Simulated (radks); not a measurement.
**A spherical quantum dot from 14 to 20 electrons**

Which level does each new electron take in a Woods-Saxon well (radius 8.06 bohr*, depth 4.74 hartree*, edge 0.69 bohr*), and at which counts is the dot hardest to charge further? Each count tries a few candidate levels and keeps the lowest.

Method: non-relativistic spin-polarised Kohn-Sham, exchange-only LDA, spherically averaged shells; computed with radks, version 2.

## Step 1: The system

* well: a Woods-Saxon well (radius 8.06 bohr*, depth 4.74 hartree*, edge 0.69 bohr*)
* functional: exchange-only LDA
* levels: named by radial order: 1s, 1p, 1d, 2s, 1f and so on
* units: effective atomic units, hartree* and bohr*
* configuration carried in: 1s(up 1, down 0) 1p(up 3, down 0) 1d(up 5, down 0) 1f(up 4, down 0) (N = 13, energy -43.736329)

After this run come: 14 electrons; N = 15; Electron number 16; 17 electrons; 18 electrons; 19 electrons; N = 20.

Q: Predict the outcome of this session. Wanted: closed shells at N; largest addition energy; most unpaired electrons; configuration at N = 19.

**Answer**, as computed:

| quantity | value |
| --- | --- |
| closed shells at N | none in this range |
| largest addition energy | 0.265 hartree* at N = 16 (of N = 14 to 18) |
| most unpaired electrons | 19 at N = 19 |
| configuration at N = 19 | 1s(up 1, down 0) 1p(up 3, down 0) 1d(up 5, down 0) 2s(up 1, down 0) 1f(up 7, down 0) 1g(up 2, down 0) |

No closed-shell configuration falls in this range; the second difference peaks at N = 16, where a shell is half full. The largest moment in range is 19 (N = 19); with nearly all spins parallel the search has probably kept its polarised start and missed a lower state. Spherical averaging forbids deformation, and the greedy search can miss a lower configuration.
